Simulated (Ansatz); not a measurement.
A nudged elastic band was laid between two geometries of a periodic cell of 17 atoms, LiSi16 (host Si, host structure diamond, interstitial Li), cell charge +1.

These are results of DFT r2SCAN, scalar-relativistic, plane waves, PAW (Ansatz 0.2.0), not measurements. Settings: cutoff 500 eV, k mesh 2x2x2, gaussian smearing 0.05 eV, no spin polarisation.

```yaml
movable_images: 5
climbing_image: yes
spring: 5.0 eV/Å²
optimiser: quadratic models (default)
start_path: straight line
force_threshold: 0.03 eV/Å
iteration_limit: 18
end_points: relaxed
```

Initial state:

```xyz
17
Lattice="0.0000 5.4300 5.4300 5.4300 0.0000 5.4300 5.4300 5.4300 0.0000" Properties=species:S:1:pos:R:3
Si -0.009 0.006 -0.009
Si 1.357 1.333 1.357
Si 2.740 2.687 -0.026
Si 4.094 4.070 1.357
Si 2.723 0.006 2.723
Si 4.072 1.355 4.072
Si 5.421 2.704 2.723
Si 6.787 4.070 4.050
Si -0.026 2.687 2.740
Si 1.357 4.070 4.094
Si 2.739 5.453 2.740
Si 4.072 6.785 4.072
Si 2.723 2.704 5.421
Si 4.050 4.070 6.787
Si 5.404 5.453 5.404
Si 6.787 6.807 6.787
Li 6.787 4.070 6.787
```

Final state:

```xyz
17
Lattice="0.0000 5.4300 5.4300 5.4300 0.0000 5.4300 5.4300 5.4300 0.0000" Properties=species:S:1:pos:R:3
Si -0.003 0.001 0.005
Si 1.333 1.334 1.334
Si 2.714 2.715 -0.020
Si 4.095 4.096 1.335
Si 2.715 -0.021 2.716
Si 4.097 1.332 4.099
Si 5.451 2.715 2.716
Si 6.779 4.081 4.082
Si -0.023 2.716 2.716
Si 1.329 4.100 4.101
Si 2.714 5.452 2.717
Si 4.081 6.779 4.083
Si 2.714 2.716 5.454
Si 4.081 4.083 6.779
Si 5.430 5.430 5.430
Si 6.777 6.779 6.779
Li 8.138 2.719 8.157
```

Problem. What changes between the two ends?

Solution. The atom that moves furthest is Li17, by 2.35 Å; four of its nearest neighbours are Si9 2.39, Si3 2.39, Si15 2.39, Si11 2.40 Å at the first end and Si10 2.39, Si6 2.39, Si2 2.40, Si4 2.40 Å at the last.

Problem. Give the energies along the band, and the barrier.

Solution. The run converged. The highest image is number 3 of 0 to 6, 0.63 eV above the ends, which have the same energy within 2 meV. The order of the point at the top wasn't checked. Limits of this set-up: a small cell, in which the defect meets its images, a typed lattice constant that wasn't relaxed here, charged cell in a uniform background, uncorrected.

```tsv
image	path coordinate (Å)	energy (eV)	Si8–Li17 (Å)	Si14–Li17 (Å)	Si15–Li17 (Å)
0	0.00	0.00	2.74	2.74	2.39
1	0.42	0.13	2.93	2.93	2.59
2	0.83	0.45	3.21	3.21	2.97
3	1.25	0.63	3.53	3.53	3.39
4	1.67	0.45	3.86	3.86	3.82
5	2.09	0.13	4.20	4.20	4.27
6	2.50	0.00	4.50	4.49	4.69
```

Problem. What is the geometry of the highest image?

Solution. 
```xyz
17
Lattice="0.0000 5.4300 5.4300 5.4300 0.0000 5.4300 5.4300 5.4300 0.0000" Properties=species:S:1:pos:R:3:forces:R:3
Si -0.094 0.092 -0.092 -0.01 0.01 -0.01
Si 1.306 1.291 1.308 0.00 0.00 0.00
Si 2.764 2.664 -0.065 0.00 0.00 0.00
Si 4.138 4.122 1.308 0.00 0.00 0.00
Si 2.687 -0.010 2.689 0.00 0.00 0.00
Si 3.991 1.437 3.993 0.01 -0.01 0.01
Si 5.438 2.741 2.689 0.00 0.00 0.00
Si 6.814 4.045 4.064 0.00 0.00 0.00
Si -0.067 2.664 2.766 0.00 0.00 0.00
Si 1.306 4.122 4.139 0.00 0.00 0.00
Si 2.764 5.495 2.766 0.00 0.00 0.00
Si 4.165 6.694 4.167 0.01 -0.01 0.01
Si 2.687 2.741 5.440 0.00 0.00 0.00
Si 4.062 4.044 6.815 0.00 0.00 0.00
Si 5.510 5.348 5.512 -0.01 0.01 -0.01
Si 6.814 6.796 6.815 0.00 0.00 0.00
Li 7.465 3.393 7.467 0.00 0.00 0.00
```

Run time: 6.5 min on 2 threads of AMD EPYC 7R43 64-Core Processor (Zen 3), on a shared host, peak memory 2.8 GiB.
